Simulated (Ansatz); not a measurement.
# PdAu3: the cost of one run

All numbers are computed with Ansatz 0.2.0 through its Python package. Level of theory: DFT LDA, plane waves, PAW.

### Step 1. Starting point

The structure is cubic, space group Pm-3m (No. 221). The conventional cell has a = 4.071 Å, b = 4.071 Å, c = 4.071 Å, α = 90.00°, β = 90.00°, γ = 90.00°. Pd (site symmetry m-3m) has 12 Au at 2.88 Å in its first shell of neighbours. Au (site symmetry 4/mmm) is surrounded by 4 Pd at 2.88 Å and 8 Au at 2.88 Å.

The script holds or builds the structure itself.

### Step 2. The script

eos_pdau3.py

```python
"""Energy against volume for PdAu3, with a fit."""

import warnings

import ansatz as az
import numpy as np
from scipy.optimize import curve_fit

MAX_SCF = 150
EXTRA_BANDS = 4
XC = "lda"
CUTOFF = 380
KMESH = (6, 6, 6)

VECTORS = np.array([
    [4.071083, 0.0, 0.0],
    [0.0, 4.071083, 0.0],
    [0.0, 0.0, 4.071083],
])
SITES = [
    ("Pd", (0.0, 0.0, 0.0)),
    ("Au", (0.0, 0.5, 0.5)),
    ("Au", (0.5, 0.0, 0.5)),
    ("Au", (0.5, 0.5, 0.0)),
]


def make_crystal(cell):
    crystal = az.Crystal(lattice=az.Lattice.of(cell))
    for symbol, position in SITES:
        crystal = crystal.atom(symbol, position)
    return crystal

def vinet(v, e0, v0, b0, b1):
    eta = (v / v0) ** (1 / 3)
    return e0 + 2 * b0 * v0 / (b1 - 1) ** 2 * (2 - (5 + 3 * b1 * (eta - 1) - 3 * eta) * np.exp(-1.5 * (b1 - 1) * (eta - 1)))

warnings.simplefilter("ignore", az.DeckWarning)

# scale the volume, keep shape and fractions
volumes, energies, pressures = [], [], []
for scale in np.linspace(0.92, 1.08, 7):
    cell = VECTORS * scale ** (1 / 3)
    job = make_crystal(cell).calculation()
    job = job.scf(max_iterations=MAX_SCF, extra_bands=EXTRA_BANDS)
    job = job.accuracy("medium").occupations(az.OccupationsMethod.FERMI_DIRAC)
    job = job.functional(XC)
    job = job.basis(CUTOFF)
    job = job.kpoints(*KMESH)
    job = job.stress()
    summary = job.run(threads=1).report
    volumes.append(abs(np.linalg.det(cell)) / len(SITES))
    energies.append(summary["free_energy_ev"] / len(SITES))
    pressures.append(np.trace(summary["stress_gpa"]) / 3)
    print(f"V = {volumes[-1]:8.4f} A^3/atom  F = {energies[-1]:.5f} eV/atom  P = {pressures[-1]:8.3f} GPa")

guess = (min(energies), volumes[int(np.argmin(energies))], 0.5, 4.5)
(e0, v0, b0, b1), _ = curve_fit(vinet, np.array(volumes), np.array(energies), p0=guess, maxfev=20000)
print(f"Vinet fit: V0 = {v0:.4f} A^3/atom, B0 = {160.21766 * b0:.1f} GPa, B1 = {b1:.2f}")
print("largest residual", round(1000 * float(np.abs(vinet(np.array(volumes), e0, v0, b0, b1) - energies).max()), 3), "meV/atom")
```

### Step 3. What the engine is handed

The engine receives this input (first run):

```yaml
crystal:
  lattice:
    - [3.9594898364095386, 0.0, 0.0]
    - [0.0, 3.9594898364095386, 0.0]
    - [0.0, 0.0, 3.9594898364095386]
  atoms:
    - { symbol: Pd, position: [0.0, 0.0, 0.0] }
    - { symbol: Au, position: [0.0, 0.5, 0.5] }
    - { symbol: Au, position: [0.5, 0.0, 0.5] }
    - { symbol: Au, position: [0.5, 0.5, 0.0] }
accuracy: medium
basis:
  ecutwfc: 380.0
kpoints:
  mp_grid:
    grid: [6, 6, 6]
hamiltonian:
  xc: lda
scf:
  max_iter: 150
  n_extra_bands: 4
  occupations:
    method: fermi_dirac
output:
  stress: true
```

### Step 4. Running it

Launch:

```bash
python eos_pdau3.py
```

**Question.** How long does this script take on 1 thread of Intel Xeon 6975P-C (Granite Rapids), shared host, and how much memory does it need?

About 9.3 s, with a peak of 0.48 GiB.
